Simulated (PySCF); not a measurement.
# Ge₂H₈OSi: runs on many settings

Aim: see how Ge₂H₈OSi (`[SiH3][O][GeH2][GeH3]`) answers to the choice of functional, basis, grid and SCF options.

Programs: PySCF 2.14.0, with density-fitted response routines of our own. Each step states its level of theory. These are calculated values for one molecule in the gas phase, unless marked as measured. Atoms are numbered from 0 throughout.

1 further run of the same task is left out (it didn't finish).

## (1) The molecule as given

12 atoms, charge 0, multiplicity 1; geometry from: GFN2-xTB.

Bonds of the start (Å): Si0–O1 1.62, O1–Ge2 1.75, Ge2–Ge3 2.38, Si0–H4 1.47, Si0–H5 1.46, Si0–H6 1.47, Ge2–H7 1.52, Ge2–H8 1.52, Ge3–H9 1.50, Ge3–H10 1.50, Ge3–H11 1.50.

## (2) Ultraviolet spectrum: B3LYP/def2-SVPD

Job settings and geometry (Å):

```
{"job": {"kind": "uv", "xc": "B3LYP", "basis": "def2-SVPD", "nstates": 25, "ntriplets": 2, "tda": true, "grid": 4}, "charge": 0, "multiplicity": 1}
Si     2.090902     0.538675     0.099872
O      1.192205    -0.809325     0.192866
Ge    -0.464511    -1.357237     0.038410
Ge    -1.921617     0.519905    -0.139446
H      2.066345     1.038264    -1.278885
H      3.405149     0.069336     0.521296
H      1.533978     1.558826     0.997993
H     -0.413329    -2.281112    -1.164895
H     -0.623745    -2.235252     1.263417
H     -3.336295     0.135396    -0.458993
H     -1.518459     1.486057    -1.215764
H     -2.009424     1.335781     1.118102
```

Level: TDA B3LYP/def2-SVPD, vertical, gas phase, core orbitals frozen in the response.

Started as:

```
$ OMP_NUM_THREADS=1 python probes_run.py task.json out
```

The driver reads the jobs from task.json and runs them one after another.

What it wrote:

```text
coarse grid: 46200 points
cycle   1  E = -4522.8640614606  dE = -9.565e-01  |g| = 9.927e-01  |ddm| = 4.157e+00
cycle   2  E = -4522.2720715860  dE =  5.920e-01  |g| = 1.959e+00  |ddm| = 2.958e+00
cycle   3  E = -4523.0099154629  dE = -7.378e-01  |g| = 2.550e-01  |ddm| = 2.351e+00
cycle   4  E = -4523.0206100467  dE = -1.069e-02  |g| = 7.198e-02  |ddm| = 3.931e-01
cycle   5  E = -4523.0212141530  dE = -6.041e-04  |g| = 1.008e-02  |ddm| = 8.284e-02
cycle   6  E = -4523.0212458218  dE = -3.167e-05  |g| = 1.562e-03  |ddm| = 2.028e-02
cycle   7  E = -4523.0212465032  dE = -6.815e-07  |g| = 2.582e-04  |ddm| = 3.093e-03
final grid: 243216 points
cycle   8  E = -4523.0211586235  dE = -6.782e-08  |g| = 3.410e-04  |ddm| = 5.676e-03
cycle   9  E = -4523.0211585937  dE =  2.978e-08  |g| = 5.427e-04  |ddm| = 1.331e-03
cycle  10  E = -4523.0211586533  dE = -5.959e-08  |g| = 8.315e-05  |ddm| = 6.850e-04
cycle  11  E = -4523.0211586549  dE = -1.637e-09  |g| = 1.904e-05  |ddm| = 1.245e-04
cycle  12  E = -4523.0211586550  dE = -5.275e-11  |g| = 2.102e-06  |ddm| = 1.968e-05
converged SCF energy = -4523.0211586550

Static polarisability (au): isotropic 92.736, principal 80.898 92.516 104.792

Singlet excitations
state   eV       nm        f      main configurations
  1   6.1858    200.4   0.00688   H->L 0.65, H-1->L 0.32
  2   6.2417    198.6   0.00785   H-1->L 0.65, H->L 0.31
  3   6.9760    177.7   0.05733   H-1->L+1 0.51, H->L+1 0.40
  4   7.0128    176.8   0.08363   H-1->L+1 0.43, H->L+1 0.38, H->L+2 0.14
  5   7.1417    173.6   0.10603   H->L+2 0.77, H->L+1 0.12
  6   7.2212    171.7   0.01050   H->L+3 0.73, H-1->L+2 0.19
  7   7.2696    170.6   0.03717   H-1->L+2 0.73, H->L+3 0.17
  8   7.3666    168.3   0.00338   H-2->L 0.57, H-1->L+3 0.33
  9   7.4656    166.1   0.06656   H-1->L+3 0.59, H-2->L 0.28
 10   7.6724    161.6   0.02975   H-3->L 0.71, H-1->L+4 0.14
 11   7.7408    160.2   0.01685   H->L+5 0.46, H->L+4 0.44
 12   7.8380    158.2   0.00336   H->L+4 0.43, H->L+5 0.39
 13   7.8435    158.1   0.00705   H-1->L+4 0.66, H-3->L 0.20
 14   7.9454    156.0   0.00242   H-1->L+5 0.89
 15   8.0640    153.8   0.01594   H-5->L 0.46, H-4->L 0.34
 16   8.1155    152.8   0.00551   H-5->L 0.36, H-4->L 0.28, H->L+6 0.12
 17   8.1681    151.8   0.02247   H->L+7 0.74, H->L+6 0.10
 18   8.1760    151.6   0.16141   H->L+6 0.28, H-2->L+1 0.21, H-4->L 0.14
 19   8.2637    150.0   0.08250   H-2->L+1 0.47, H->L+6 0.32
 20   8.2791    149.8   0.06219   H-1->L+6 0.42, H-3->L+1 0.33, H-1->L+7 0.09
 21   8.3245    148.9   0.03864   H-3->L+1 0.52, H-1->L+7 0.20, H-1->L+6 0.17
 22   8.3422    148.6   0.02311   H-1->L+7 0.59, H-1->L+6 0.29
 23   8.4613    146.5   0.03150   H-2->L+2 0.79, H->L+6 0.08, H-4->L+1 0.08
 24   8.5113    145.7   0.00426   H-2->L+3 0.62, H-3->L+2 0.24
 25   8.5262    145.4   0.07768   H-4->L+1 0.74

Triplet excitations (Tamm-Dancoff, eV): 5.7092 5.9427
```

Wall time 32 s (1 thread of Arm Neoverse V1, shared host); peak memory 0.83 GiB.

The orbitals next to the gap, with their largest atomic shares:

```csv
orbital,eV,atoms
HOMO−3,-9.40,"Ge3 20 %, Ge2 15 %, H11 12 %"
HOMO−2,-9.13,"Si0 23 %, H5 18 %, Ge2 14 %"
HOMO−1,-8.06,"O1 43 %, Si0 14 %, H4 11 %"
HOMO,-7.92,"O1 31 %, Ge3 20 %, Ge2 18 %"
LUMO,-0.80,"Ge2 28 %, Ge3 19 %, Si0 11 %"
LUMO+1,-0.27,"Ge3 31 %, Ge2 13 %, H9 11 %"
LUMO+2,0.02,"Ge3 29 %, Ge2 28 %, H8 7 %"
```

With each of the 25 states as a Gaussian band of 0.4 eV half-width at 1/e, the curve within the window shown has maxima at 173 nm (ε 13,000), 150 nm (ε 20,000) L/(mol cm). Beyond the last state computed it falls off for lack of states. The curve at chosen wavelengths:

nm, ε (L/mol/cm) and a bar:
```
      140       4386 #######
      143       9984 ###############
      146      16238 #########################
      150      19703 ##############################
      153      17149 ##########################
      156      12828 ####################
      159       9694 ###############
      163       8995 ##############
      166      10285 ################
      169      11921 ##################
      172      12866 ####################
      176      11994 ##################
      179       9865 ###############
      182       7198 ###########
      185       4729 #######
      189       2437 ####
      192       1499 ##
      195       1022 #
      198        793 #
      202        619 #
      205        504 #
      208        387 #
      211        277 
      215        159 
      218         97 
      221         56
```

Further results of this job:

```csv
property,computed
dipole moment (D),1.08
polarisability (Å³),13.74
HOMO–LUMO gap (eV),7.12
−ε(HOMO) (eV),7.92
```

## (3) TDDFT and polarisability: revPBE/pcSseg-0

The job, as its differences from that of step 2:

```diff
@@ -1,2 +1,2 @@
-{"job": {"kind": "uv", "xc": "B3LYP", "basis": "def2-SVPD", "nstates": 25, "ntriplets": 2, "tda": true, "grid": 4}, "charge": 0, "multiplicity": 1}
+{"job": {"kind": "uv", "xc": "revPBE", "basis": "pcSseg-0", "nstates": 25, "ntriplets": 2, "tda": true, "grid": 3}, "charge": 0, "multiplicity": 1}
 Si     2.090902     0.538675     0.099872
```

Method: TDA revPBE/pcSseg-0, vertical, gas phase, core orbitals frozen in the response.

What it wrote:

```text
coarse grid: 46200 points
cycle   1  E = -4517.7083219456  dE = -1.831e+00  |g| = 9.194e-01  |ddm| = 3.397e+00
cycle   2  E = -4515.9975513160  dE =  1.711e+00  |g| = 2.799e+00  |ddm| = 5.684e+00
cycle   3  E = -4517.8504546900  dE = -1.853e+00  |g| = 1.794e-01  |ddm| = 5.261e+00
cycle   4  E = -4517.8582009270  dE = -7.746e-03  |g| = 1.209e-01  |ddm| = 6.381e-01
cycle   5  E = -4517.8630376342  dE = -4.837e-03  |g| = 1.735e-02  |ddm| = 2.264e-01
cycle   6  E = -4517.8631207066  dE = -8.307e-05  |g| = 4.645e-03  |ddm| = 3.024e-02
cycle   7  E = -4517.8631259133  dE = -5.207e-06  |g| = 1.194e-03  |ddm| = 6.348e-03
final grid: 153008 points
cycle   8  E = -4517.8630913651  dE =  1.409e-06  |g| = 2.995e-03  |ddm| = 5.971e-03
cycle   9  E = -4517.8630825971  dE =  8.768e-06  |g| = 7.329e-03  |ddm| = 1.260e-02
cycle  10  E = -4517.8630931861  dE = -1.059e-05  |g| = 1.477e-04  |ddm| = 8.710e-03
cycle  11  E = -4517.8630931936  dE = -7.533e-09  |g| = 5.440e-06  |ddm| = 2.816e-04
cycle  12  E = -4517.8630931937  dE = -2.547e-11  |g| = 2.090e-06  |ddm| = 1.614e-05
converged SCF energy = -4517.8630931937

Static polarisability (au): isotropic 81.470, principal 70.882 80.275 93.251

Singlet excitations
state   eV       nm        f      main configurations
  1   5.4364    228.1   0.00345   H->L 0.99
  2   5.6303    220.2   0.00986   H-1->L 0.96
  3   6.3165    196.3   0.00121   H->L+1 0.96
  4   6.5187    190.2   0.04008   H->L+2 0.94
  5   6.5830    188.3   0.01698   H-1->L+2 0.94
  6   6.6888    185.4   0.10061   H-1->L+1 0.82
  7   7.1903    172.4   0.00273   H->L+3 0.97
  8   7.3539    168.6   0.06356   H-2->L 0.80
  9   7.4412    166.6   0.08979   H-1->L+3 0.78, H-2->L 0.08
 10   7.5194    164.9   0.01041   H-3->L 0.88
 11   7.9032    156.9   0.02268   H-5->L 0.62, H->L+4 0.23, H-4->L 0.08
 12   7.9346    156.3   0.00991   H->L+4 0.72, H-5->L 0.18
 13   7.9912    155.2   0.12305   H-4->L 0.60, H-5->L 0.14
 14   8.1038    153.0   0.00144   H-1->L+4 0.78
 15   8.1416    152.3   0.00284   H->L+5 0.92
 16   8.2512    150.3   0.00708   H-1->L+5 0.94
 17   8.3845    147.9   0.03696   H-1->L+6 0.46, H->L+6 0.45
 18   8.4487    146.7   0.03472   H-3->L+1 0.36, H-2->L+1 0.20, H-1->L+6 0.17
 19   8.4997    145.9   0.05105   H-3->L+1 0.24, H-2->L+1 0.23, H-3->L+2 0.17
 20   8.5181    145.6   0.01140   H-2->L+2 0.62, H-3->L+1 0.09
 21   8.5722    144.6   0.00424   H-6->L 0.61, H->L+6 0.11, H-1->L+6 0.10
 22   8.6075    144.0   0.05613   H-1->L+6 0.18, H-3->L+2 0.15, H->L+6 0.15
 23   8.6946    142.6   0.00842   H->L+7 0.42, H-7->L 0.41
 24   8.7661    141.4   0.02040   H-1->L+7 0.27, H-7->L 0.22, H-5->L+1 0.22
 25   8.7770    141.3   0.00849   H-5->L+1 0.30, H-4->L+1 0.27, H-1->L+7 0.13

Triplet excitations (Tamm-Dancoff, eV): 5.1706 5.2080
```

It took 11 s on 1 thread of Arm Neoverse V1, shared host.

Key values: HOMO -6.51 eV, LUMO -1.19 eV; lowest singlet 5.44 eV.

## (4) Shielding tensors: PBE0/6-311G**

Job settings and geometry (Å):

```
{"job": {"kind": "nmr", "xc": "PBE0", "basis": "6-311G**", "pop": true, "scf": {"max_cycle": 73}}, "charge": 0, "multiplicity": 1}
Si     2.299992     0.592543     0.109859
O      1.311426    -0.890258     0.212153
Ge    -0.510962    -1.492961     0.042251
Ge    -2.113779     0.571896    -0.153391
H      2.272980     1.142090    -1.406774
H      3.745664     0.076270     0.573426
H      1.687376     1.714709     1.097792
H     -0.454662    -2.509223    -1.281385
H     -0.686120    -2.458777     1.389759
H     -3.669924     0.148936    -0.504892
H     -1.670305     1.634663    -1.337340
H     -2.210366     1.469359     1.229912
```

Method: GIAO PBE0/6-311G** NMR shielding, non-relativistic, gas phase.

What it wrote:

```text
final grid: 92192 points
cycle   1  E = -4522.4877912895  dE = -4.261e+00  |g| = 2.354e+00  |ddm| = 2.479e+00
cycle   2  E = -4521.1814996446  dE =  1.306e+00  |g| = 2.921e+00  |ddm| = 2.965e+00
cycle   3  E = -4522.4038577970  dE = -1.222e+00  |g| = 1.297e+00  |ddm| = 3.052e+00
cycle   4  E = -4522.7261883429  dE = -3.223e-01  |g| = 2.879e-01  |ddm| = 8.474e-01
cycle   5  E = -4522.7314187143  dE = -5.230e-03  |g| = 1.239e-01  |ddm| = 1.890e-01
cycle   6  E = -4522.7331773609  dE = -1.759e-03  |g| = 1.571e-02  |ddm| = 8.003e-02
cycle   7  E = -4522.7332251254  dE = -4.776e-05  |g| = 3.796e-03  |ddm| = 1.341e-02
cycle   8  E = -4522.7332288357  dE = -3.710e-06  |g| = 4.082e-04  |ddm| = 4.189e-03
cycle   9  E = -4522.7332288887  dE = -5.299e-08  |g| = 1.388e-04  |ddm| = 6.978e-04
cycle  10  E = -4522.7332288953  dE = -6.574e-09  |g| = 6.544e-05  |ddm| = 2.211e-04
cycle  11  E = -4522.7332288959  dE = -6.075e-10  |g| = 1.505e-05  |ddm| = 4.696e-05
converged SCF energy = -4522.7332288959

GIAO shielding tensors (ppm)
atom      isotropic    diamagn.    paramagn.     s11        s22        s33       span
  0 Si     364.688     877.050    -512.363    321.288    331.395    441.381    120.093
  1 O      271.714     395.404    -123.690    177.628    293.717    343.796    166.168
  2 Ge    1344.188    2754.414   -1410.226   1207.680   1281.461   1543.423    335.743
  3 Ge    1595.253    2755.966   -1160.714   1553.895   1572.604   1659.259    105.365
  4 H       24.651      27.794      -3.144     21.832     23.290     28.829      6.998
  5 H       24.545      25.965      -1.420     21.441     22.804     29.390      7.949
  6 H       24.685      28.414      -3.729     21.617     23.984     28.454      6.837
  7 H       23.786      25.797      -2.011     18.493     20.329     32.538     14.044
  8 H       23.784      25.679      -1.894     18.466     20.284     32.604     14.138
  9 H       25.796      25.490       0.306     20.678     21.166     35.545     14.867
 10 H       25.546      27.728      -2.182     20.391     21.649     34.598     14.206
 11 H       25.518      27.207      -1.689     20.409     21.401     34.744     14.335
```

Wall time 21 s (1 thread of Arm Neoverse V1, shared host); peak memory 1 GiB.

All coordinates were scaled by 1.1, so these values belong to a distorted geometry and are kept out of the summary.

## (5) Ultraviolet spectrum: PBE0/STO-3G

Job settings and geometry (Å):

```
{"job": {"kind": "uv", "xc": "PBE0", "basis": "STO-3G", "nstates": 12, "ntriplets": 5, "tda": true, "scf": {"max_cycle": 54}}, "charge": 0, "multiplicity": 1}
Si     1.881812     0.484808     0.089885
O      1.072984    -0.728392     0.173579
Ge    -0.418060    -1.221513     0.034569
Ge    -1.729455     0.467914    -0.125501
H      1.859710     0.934438    -1.150996
H      3.064634     0.062402     0.469166
H      1.380580     1.402943     0.898194
H     -0.371996    -2.053001    -1.048406
H     -0.561370    -2.011727     1.137075
H     -3.002666     0.121856    -0.413094
H     -1.366613     1.337451    -1.094188
H     -1.808482     1.202203     1.006292
```

With the program's defaults for keys left out, this is: TDA PBE0/STO-3G, vertical, gas phase, core orbitals frozen in the response.

What it wrote:

```text
final grid: 92192 points
cycle   1  E = -4470.3709256235  dE = -3.340e+00  |g| = 7.933e-01  |ddm| = 4.077e+00
cycle   2  E = -4470.3817315934  dE = -1.081e-02  |g| = 9.011e-01  |ddm| = 2.861e+00
cycle   3  E = -4470.6049077627  dE = -2.232e-01  |g| = 8.923e-02  |ddm| = 1.445e+00
cycle   4  E = -4470.6072250691  dE = -2.317e-03  |g| = 2.395e-02  |ddm| = 1.879e-01
cycle   5  E = -4470.6074068534  dE = -1.818e-04  |g| = 2.142e-03  |ddm| = 4.418e-02
cycle   6  E = -4470.6074083279  dE = -1.475e-06  |g| = 5.731e-04  |ddm| = 4.632e-03
cycle   7  E = -4470.6074084338  dE = -1.060e-07  |g| = 8.372e-05  |ddm| = 1.072e-03
cycle   8  E = -4470.6074084365  dE = -2.625e-09  |g| = 7.064e-06  |ddm| = 1.691e-04
cycle   9  E = -4470.6074084365  dE = -3.274e-11  |g| = 1.086e-06  |ddm| = 1.773e-05
converged SCF energy = -4470.6074084365

Static polarisability (au): isotropic 30.120, principal 23.735 31.262 35.362

Singlet excitations
state   eV       nm        f      main configurations
  1   8.8775    139.7   0.00754   H->L 0.98
  2   9.1035    136.2   0.01706   H-1->L 0.96
  3  11.0178    112.5   0.00064   H->L+2 0.94
  4  11.2293    110.4   0.02134   H-1->L+1 0.95
  5  11.2950    109.8   0.10171   H->L+1 0.70, H-1->L+2 0.18, H-2->L 0.08
  6  11.4450    108.3   0.01696   H-3->L 0.84
  7  11.5811    107.1   0.00239   H-2->L 0.42, H->L+1 0.22, H-1->L+2 0.20
  8  11.8262    104.8   0.31553   H-1->L+2 0.48, H-4->L 0.23, H-2->L 0.16
  9  12.2296    101.4   0.21099   H-4->L 0.50, H-2->L 0.14, H-9->L 0.13
 10  12.6949     97.7   0.05030   H-5->L 0.34, H-9->L 0.26, H-7->L 0.12
 11  12.7527     97.2   0.00371   H-6->L 0.45, H->L+3 0.24, H-10->L 0.15
 12  12.7997     96.9   0.00154   H-10->L 0.46, H-6->L 0.30, H-8->L 0.13

Triplet excitations (Tamm-Dancoff, eV): 8.1300 8.2978 10.4494 10.6332 10.6576
```

Wall time 4.1 s (1 thread of Arm Neoverse V1, shared host).

It converged, yet the result is unsound: all coordinates were scaled by 0.9; the basis STO-3G is minimal. Its HOMO lies at -4.31 eV, against -7.92 eV in step 2 (B3LYP/def2-SVPD), a different level, so the two don't compare directly.

## (6) Side by side: electronic excitations

Excitations and ground-state properties, with basis size and wall time:

```csv
run,lowest singlet (eV),brightest (eV),f,gap (eV),α (Å³),μ (D),functions,time
B3LYP/def2-SVPD,6.19,8.18,0.161,7.12,13.74,1.08,187,32 s
revPBE/pcSseg-0,5.44,7.99,0.123,5.31,12.07,1.07,88,11 s
```

## (7) Outcome

| quantity | value |
| --- | --- |
| lowest singlet (B3LYP/def2-SVPD) | 6.19 eV (200 nm), f = 0.007 |
| brightest single state of those computed | state 18, 8.18 eV, f = 0.161 |
| lowest triplet | 5.71 eV |
| range of the lowest singlet | 5.44 to 6.19 eV |
| property runs in this session | 4, of which 0 failed and 2 gave unsound results |

Single values in the summary come from the first sound run of each kind (B3LYP/def2-SVPD), which need not be the best level. The lowest singlet, at 6.19 eV, is HOMO→LUMO 0.65, HOMO−1→LUMO 0.32 and is weak; of the 25 states computed, the strongest absorption comes from states 17 to 18 together at 8.18 eV (the last state computed absorbs too, and its partners may lie past the list). The lowest triplet lies 0.48 eV below the lowest singlet. At B3LYP/def2-SVPD, states above −ε(HOMO) (7.92 eV) lie where TDDFT describes them poorly and they hang on the basis; the brightest is among them. The lowest singlet runs from 5.44 eV (revPBE/pcSseg-0) to 6.19 eV (B3LYP/def2-SVPD), while the orbital gap spans 5.31 to 7.12 eV. The lowest state need not be the same one in every run.
